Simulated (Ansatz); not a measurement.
# Zr3NbTe2: the cost of one run

Program: Ansatz 0.2.0. Level of theory: DFT PBE, scalar-relativistic, plane waves, PAW. These are calculated values, not measurements.

2 further runs of the same task are left out: 1 that didn't finish, 1 set aside as unsound or not needed.

## Step 1: Starting point

The structure is hexagonal, space group P6/mmm (No. 191). Conventional cell: a = 4.288 Å, b = 4.288 Å, c = 8.780 Å, α = 90.00°, β = 90.00°, γ = 120.00°. Around Zr (site symmetry -6m2) lie 3 Zr at 2.48 Å and 3 Nb at 2.48 Å. Zr (site symmetry 6/mmm) has 2 Te at 2.33 Å as nearest neighbours. Around Nb (site symmetry 6/mmm) lie 2 Te at 2.06 Å. Te (site symmetry 6mm) is surrounded by 1 Nb at 2.06 Å and 1 Zr at 2.33 Å.

As a file:

```
Zr Nb Te
1.0
     4.28757    0.00000    0.00000
    -2.14379    3.71315    0.00000
     0.00000    0.00000    8.78012
Zr Nb Te
3 1 2
Direct
  0.33333 0.66667 0.50000
  0.66667 0.33333 0.50000
  0.00000 0.00000 0.00000
  0.00000 0.00000 0.50000
  0.00000 0.00000 0.73486
  0.00000 0.00000 0.26514
```

Recipe of the guess: random cell by space group and Wyckoff sites (P6/mmm, No. 191). The dimensions are guesses.

## Step 2: The guess as it stands, on a coarse mesh

File input.yaml:

```yaml
crystal:
  lattice:
    - [4.28757115, 0.0, 0.0]
    - [-2.14378557, 3.71314553, 0.0]
    - [0.0, 0.0, 8.78011962]
  atoms:
    - { symbol: Zr, position: [0.33333333, 0.66666667, 0.5] }
    - { symbol: Zr, position: [0.66666667, 0.33333333, 0.5] }
    - { symbol: Zr, position: [0.0, 0.0, 0.0] }
    - { symbol: Nb, position: [0.0, 0.0, 0.5] }
    - { symbol: Te, position: [0.0, 0.0, 0.73485553] }
    - { symbol: Te, position: [0.0, 0.0, 0.26514447] }
basis:
  ecutwfc: 420
kpoints:
  mp_grid: { grid: [6, 6, 2] }
hamiltonian:
  xc: pbe
scf:
  occupations: { method: gaussian, width: 0.1 }
  lower_state_search: "off"
output:
  forces: true
  stress: true
  eigenvalues: true
```

Command:

```sh
> ansatz run input.yaml --threads 1 --pin off --max-ram 2560MiB --backend cpu --events-out ev --progress --plain --runs-dir out
```

What time and memory should one allow on 1 thread of Intel Xeon 6975P-C (Granite Rapids), shared host?

About 4 s, with a peak of 0.51 GiB.
